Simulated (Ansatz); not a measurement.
# TaN: the cost of one run

Computed with Ansatz 0.2.0 (DFT r²SCAN+U (U_eff = 3 eV on Ta d), plane waves, PAW, no spin–orbit coupling unless a run says so, unless a step's input says otherwise).

**1. The system as given**

It takes space group P-6m2 (No. 187, hexagonal). The conventional cell has a = 2.938 Å, b = 2.938 Å, c = 2.883 Å, α = 90.00°, β = 90.00°, γ = 120.00°. Ta (site symmetry -6m2) has 6 N at 2.23 Å as nearest neighbours. N (site symmetry -6m2) has 6 Ta at 2.23 Å as nearest neighbours.

Coordinates:

```
Ta N
1.0
     2.93800    0.00000    0.00000
    -1.46900    2.54438    0.00000
     0.00000    0.00000    2.88300
Ta N
1 1
Direct
  0.33333 0.66667 0.50000
  0.00000 0.00000 0.00000
```

Magnetic order typed: ferromagnetic.

**2. From atoms, symmetry kept, no search**

Contents of input.yaml:

```yaml
crystal:
  lattice:
    - [2.93800111, 0.0, 0.0]
    - [-1.46900055, 2.5443836, 0.0]
    - [0.0, 0.0, 2.88300221]
  atoms:
    - { symbol: Ta, position: [0.3333333333, 0.6666666667, 0.5], spin: 2.0 }
    - { symbol: "N", position: [0.0, 0.0, 0.0] }
basis:
  ecutwfc: 500
  ecutrho_ratio: 4
kpoints:
  mp_grid: { grid: [7, 7, 7] }
hamiltonian:
  xc: r2scan
  hubbard: { sites: [{ site: 0, l: d, u_eff: 3.0 }] }
scf:
  occupations: { method: gaussian, width: 0.05 }
  lower_state_search: "off"
  max_iter: 150
output:
  forces: true
  stress: true
  eigenvalues: true
  populations: true
  hubbard: { sites: [{ site: 0, l: d }] }
magnetization:
  spin_polarized: true
```

Command:

```
$ ansatz run input.yaml --threads 2 --pin off --max-ram 3072MiB --backend cpu --events-out ev --progress --plain --runs-dir out
```

Q: Estimate wall time and peak memory on 2 threads of Arm Neoverse V2, shared host.

About 7.8 s, with a peak of 0.37 GiB.
